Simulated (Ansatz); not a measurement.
Crystal: SiNi2.

```xyz
12
Lattice="4.9900 0.0000 0.0000 0.0000 3.7200 0.0000 0.0000 0.0000 7.0300" Properties=species:S:1:pos:R:3 pbc="T T T"
Ni    1.6218    2.7900    6.5871
Ni    3.3683    0.9300    0.4429
Ni    0.8732    0.9300    3.0721
Ni    4.1167    2.7900    3.9579
Ni    2.2854    2.7900    2.0879
Ni    2.7046    0.9300    4.9421
Ni    0.2096    0.9300    5.6029
Ni    4.7804    2.7900    1.4271
Si    3.9221    2.7900    6.2286
Si    1.0679    0.9300    0.8014
Si    3.5629    0.9300    2.7136
Si    1.4271    2.7900    4.3164
```

Base run:

```yaml
Program: Ansatz 0.2.0
Functional: PBEsol
Potentials_or_basis: Ansatz PAW
Cutoff: 420 eV
Density_cutoff: 1680 eV
k_mesh: 6 × 7 × 4
Occupations: fermi-dirac, width 0.05 eV
Spin: collinear spin, ferromagnetic start
Starting_moments: "[1.0, 1.0, 1.0, 1.0, 1.0, 1.0, 1.0, 1.0, 0.0, 0.0, 0.0, 0.0] μB"
```

Its results: band gap on the k mesh none (metal or under the smearing width); pressure -4.5 GPa; net moment 0.00 μB per cell; largest force 0.360 eV/Å.

The run is repeated on the same cell with these changes: functional from PBEsol to BLYP. What comes out?

Band gap on the k mesh none (metal or under the smearing width); pressure 12.6 GPa; net moment 0.00 μB per cell; largest force 0.369 eV/Å.

BLYP binds less tightly than PBEsol, so the same cell stands under more pressure.

Caveats: the PAW data sets come from PBE, with cores solved anew for the run's functional, which leaves a small shift of forces and pressure; the potentials were made for another functional, which shifts forces and pressure (some runs).

Not every run made on this cell is shown here.
